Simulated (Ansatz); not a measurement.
# CH₇BO₂Si: one species, many methods

How much do the methods differ for CH₇BO₂Si? The plan is to run it at one geometry with functionals of several rungs and with coupled cluster. The yardstick is the atomisation energy at the CCSD(T) limit.

Program: Ansatz 0.2.0, Gaussian basis. Level of theory: functionals in def2-TZVPP, the program's frozen cores in correlated methods. These are calculated values, not measurements.

Levels to be run: PBE-D4, r2SCAN-D4, PBE0-D4, B3LYP-D4, ωB97X-V, ωB97M-V, B2PLYP; CCSD(T)/def2-TZVPP; MP2/def2-QZVPP; extrapolation to the limit.

## Step 1: The geometry

An earlier PBE0-D4 in a triple-zeta def2 set relaxation fixed the geometry.

SMILES `CO[SiH2]BO`, 12 atoms, charge 0, spin multiplicity 1.

Atoms are counted from 1 here; the program's logs count them from 0.

Bond lengths: C1–O2 1.408 Å, C1–H6 1.092 Å, C1–H7 1.096 Å, C1–H8 1.096 Å, O2–Si3 1.663 Å, Si3–B4 2.026 Å, Si3–H9 1.495 Å, Si3–H10 1.495 Å, B4–O5 1.348 Å, B4–H11 1.199 Å, O5–H12 0.967 Å. Angles: O2–C1–H6 108.6°, O2–C1–H7 111.3°, O2–C1–H8 111.3°, H6–C1–H7 108.5°, H6–C1–H8 108.5°, H7–C1–H8 108.6°, C1–O2–Si3 123.8°, O2–Si3–B4 99.8°, O2–Si3–H9 109.9°, O2–Si3–H10 109.9°, B4–Si3–H9 115.4°, B4–Si3–H10 115.4°, H9–Si3–H10 106.2°, Si3–B4–O5 115.1°, Si3–B4–H11 127.9°, O5–B4–H11 117.0°, B4–O5–H12 111.6°.

## Step 2: PBE-D4 (GGA)

The input, in.yaml:

```yaml
crystal:
  periodic: [false, false, false]
  atoms:
    - {symbol: C, position_ang: [-1.262486, 0.234880, 1.551768]}
    - {symbol: O, position_ang: [-0.620456, 0.190851, 0.299073]}
    - {symbol: Si, position_ang: [0.926287, -0.375452, 0.071228]}
    - {symbol: B, position_ang: [1.099337, -0.111839, -1.930391]}
    - {symbol: O, position_ang: [0.014416, 0.412152, -2.534644]}
    - {symbol: H, position_ang: [-2.261135, 0.654253, 1.416682]}
    - {symbol: H, position_ang: [-0.712223, 0.866417, 2.258470]}
    - {symbol: H, position_ang: [-1.361122, -0.767741, 1.983095]}
    - {symbol: H, position_ang: [1.884758, 0.410982, 0.906538]}
    - {symbol: H, position_ang: [1.025647, -1.790759, 0.542301]}
    - {symbol: H, position_ang: [2.040884, -0.364466, -2.627661]}
    - {symbol: H, position_ang: [-0.696908, 0.585524, -1.902359]}
basis:
  gaussian: {orbitals: def2-TZVPP}
hamiltonian: {xc: pbe, dispersion: d4}
output: {forces: true, orbitals: {seedname: orbitals}}
```

Run with:

```console
$ ansatz run in.yaml --threads 4 --pin off --events-out ev --progress --plain --max-ram 10444MiB
```

After this run come: r2SCAN-D4 (meta-GGA); PBE0-D4 (hybrid); B3LYP-D4 (hybrid); ωB97X-V (range-separated); ωB97M-V (range-separated); B2PLYP (double hybrid); CCSD(T) in def2-TZVPP; MP2 in def2-QZVPP.

Q: Predict the results of all the runs planned. Wanted: atomisation energy, CCSD(T)/CBS; farthest; mean size of error, hybrid; mean size of error, range-separated; gap, smallest and largest; T1 diagnostic; triples share of the correlation energy.

As calculated:

| quantity | value |
| --- | --- |
| atomisation energy, CCSD(T)/CBS | 1061.9 kcal/mol |
| functionals within 5.3 kcal/mol (0.5 %) | r2SCAN-D4, PBE0-D4, B3LYP-D4, ωB97X-V, ωB97M-V |
| farthest | PBE-D4 (+13.1 kcal/mol) |
| mean size of error, hybrid | 2.5 kcal/mol |
| mean size of error, range-separated | 3.0 kcal/mol |
| gap, smallest and largest | 4.51 eV (PBE-D4), 11.35 eV (ωB97X-V) |
| T1 diagnostic | 0.0134 |
| triples share of the correlation energy | 3.5 % |

In words: PBE-D4 misses by +13.1 kcal/mol. Double hybrids carry the basis error of their MP2 part in triple zeta, and no dispersion term here, so their miss is partly the set-up's. The reference freezes the cores and leaves out relativity and excitations past (T), so misses under about 5.3 kcal/mol can't be ranked. Hartree-Fock recovers 74 % of the binding; the rest is correlation. Orbital gaps span 4.5 to 11.3 eV; exact exchange widens them.
